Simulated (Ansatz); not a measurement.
# Ge: the cost of one run

Method: DFT r2SCAN, spin-orbit coupling, plane waves, PAW, and further levels as typed in the inputs, in Ansatz 0.2.0.

## Step 1: Starting point

It takes space group I4_1/amd (No. 141, tetragonal). Conventional cell: a = 3.988 Å, b = 3.988 Å, c = 5.672 Å, α = 90.00°, β = 90.00°, γ = 90.00°. Around Ge (site symmetry -4m2) lie 4 Ge at 2.45 Å.

Coordinates:

```xyz
2
Lattice="0.0000 2.8199 2.8358 2.8199 0.0000 2.8358 2.8199 2.8199 0.0000" Properties=species:S:1:pos:R:3 pbc="T T T"
Ge    0.0000    0.0000    0.0000
Ge    1.4100    1.4100    1.4179
```

## Step 2: Single point: Ge

The input, input.yaml:

```yaml
crystal:
  lattice:
    - [0.0, 2.819947, 2.835799]
    - [2.819947, 0.0, 2.835799]
    - [2.819947, 2.819947, 0.0]
  atoms:
    - { symbol: Ge, position: [0.0, 0.0, 0.0] }
    - { symbol: Ge, position: [0.25, 0.25, 0.25] }
scf:
  occupations: { method: gaussian, width: 0.01 }
  n_extra_bands: 8
output:
  eigenvalues: true
  eigenstates: { kpoints: [[0, 0, 0], [0.5, 0.5, 0.5]], e_range: [-1.2, 1.6] }
  write_density: true
  write_potential: true
  elf: true
  volumetric_format: npy
hamiltonian:
  xc: r2scan
  pseudopotentials: { kind: paw_fr }
kpoints:
  mp_grid: { grid: [6, 6, 6] }
magnetization:
  noncollinear: true
  spin_orbit: true
```

On the command line:

```
$ ansatz run input.yaml --threads 8 --pin off --max-ram 16384MiB --backend cpu --events-out ev --progress --plain --runs-dir out
```

**Question.** How long does this run take on 8 threads of Intel Xeon Platinum 8259CL at 2.50GHz (Skylake/Cascade Lake), shared host, and how much memory does it need?

About 4.7 s, with a peak of 0.83 GiB.
